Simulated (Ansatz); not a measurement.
# CH5GaO: the cost of one run

All numbers below are computed with Ansatz 0.2.0 (RHF/def2-SVP).

### Step 1. The structure to begin with

Bond lengths: Ga1–H2 1.570 Å, Ga1–O3 1.790 Å, O3–H4 1.010 Å, Ga1–C5 1.980 Å, C5–H6 1.110 Å, C5–H7 1.110 Å, C5–H8 1.110 Å. Angles: H2–Ga1–O3 120.0°, H2–Ga1–C5 120.0°, O3–Ga1–C5 120.0°, Ga1–O3–H4 109.5°, Ga1–C5–H6 109.5°, Ga1–C5–H7 109.5°, Ga1–C5–H8 109.5°, H6–C5–H7 109.4°, H6–C5–H8 109.4°, H7–C5–H8 109.4°.

Structure file:

```xyz
8

Ga    0.0000    0.0000    0.0000
H     0.0000    0.0000    1.5700
O     1.5501    0.0000   -0.8950
H     1.8500   -0.9519   -1.0499
C    -1.7147    0.0000   -0.9900
H    -2.2748   -0.9305   -0.7608
H    -2.3188    0.8797   -0.6846
H    -1.5130    0.0508   -2.0803
```

### Step 2. Relaxing the start

Contents of input.yaml:

```yaml
crystal:
  periodic: [false, false, false]
  atoms:
    - { symbol: Ga, position_ang: [0.0, 0.0, 0.0] }
    - { symbol: H, position_ang: [0.0, 0.0, 1.57] }
    - { symbol: O, position_ang: [1.5501, 0.0, -0.895] }
    - { symbol: H, position_ang: [1.85, -0.9519, -1.0499] }
    - { symbol: C, position_ang: [-1.7147, 0.0, -0.99] }
    - { symbol: H, position_ang: [-2.2748, -0.9305, -0.7608] }
    - { symbol: H, position_ang: [-2.3188, 0.8797, -0.6846] }
    - { symbol: H, position_ang: [-1.513, 0.0508, -2.0803] }
basis:
  gaussian: { orbitals: def2-SVP }
hamiltonian:
  xc: hf
relax:
  f_tol: 0.02
  max_steps: 40
output:
  orbitals: {}
```

Launch:

```bash
$ ansatz run input.yaml --threads 1 --pin off --max-ram 2048MiB --backend cpu --events-out ev --progress --plain --runs-dir out
```

What time and memory should one allow on 1 thread of Arm Neoverse N1, shared host?

About 31 s, with a peak of 0.16 GiB.
